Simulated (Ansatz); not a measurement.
# C: the cost of one run

Program: Ansatz 0.2.0. Level of theory: DFT r2SCAN, scalar-relativistic, plane waves, PAW. These are calculated values, not measurements.

A COD entry behind a cell of this session may itself be a prediction, so a difference from it is no test against experiment.

## (1) Starting point

Symmetry: P6_3/mmc, No. 194, hexagonal system. Conventional cell: a = 2.512 Å, b = 2.512 Å, c = 12.392 Å, α = 90.00°, β = 90.00°, γ = 120.00°. Around C (site symmetry 3m) lie 4 C at 1.54 to 1.57 Å. Around C (site symmetry 3m) lie 4 C at 1.54 Å.

Coordinates:

```
C
1.0
     2.51239    0.00000    0.00000
    -1.25619    2.17579    0.00000
     0.00000    0.00000   12.39177
C
12
Direct
  0.00000 0.00000 0.18683
  0.00000 0.00000 0.68683
  0.00000 0.00000 0.31317
  0.00000 0.00000 0.81317
  0.33333 0.66667 0.52076
  0.66667 0.33333 0.02076
  0.33333 0.66667 0.97924
  0.66667 0.33333 0.47924
  0.33333 0.66667 0.64506
  0.66667 0.33333 0.14506
  0.33333 0.66667 0.85494
  0.66667 0.33333 0.35494
```

This cell was relaxed beforehand with the same method: volume 5.64 Å³/atom, gap on the mesh 4.69 eV.

## (2) Back to the database's cell

input.yaml

```yaml
crystal:
  lattice:
    - [2.5221, 0.0, 0.0]
    - [-1.26105, 2.1842026709, 0.0]
    - [0.0, 0.0, 12.3557]
  atoms:
    - { symbol: C, position: [0.0, 0.0, 0.1875] }
    - { symbol: C, position: [0.0, 0.0, 0.6875] }
    - { symbol: C, position: [0.0, 0.0, 0.3125] }
    - { symbol: C, position: [0.0, 0.0, 0.8125] }
    - { symbol: C, position: [0.3333333333, 0.6666666667, 0.52083] }
    - { symbol: C, position: [0.6666666667, 0.3333333333, 0.02083] }
    - { symbol: C, position: [0.3333333333, 0.6666666667, 0.97917] }
    - { symbol: C, position: [0.6666666667, 0.3333333333, 0.47917] }
    - { symbol: C, position: [0.3333333333, 0.6666666667, 0.64583] }
    - { symbol: C, position: [0.6666666667, 0.3333333333, 0.14583] }
    - { symbol: C, position: [0.3333333333, 0.6666666667, 0.85417] }
    - { symbol: C, position: [0.6666666667, 0.3333333333, 0.35417] }
basis:
  ecutwfc: 500
kpoints:
  mp_grid: { grid: [12, 12, 2] }
hamiltonian:
  xc: r2scan
scf:
  occupations: { method: gaussian, width: 0.02 }
output:
  forces: true
  stress: true
  eigenvalues: true
  populations: true
```

The run is started by

```console
$ ansatz run input.yaml --threads 2 --pin off --max-ram 5120MiB --backend cpu --events-out ev --progress --plain --runs-dir out
```

**Question.** How long does this run take on 2 threads of Intel Xeon at 2.50GHz (Skylake/Cascade Lake), shared host, and how much memory does it need?

About 13 s, with a peak of 0.56 GiB.
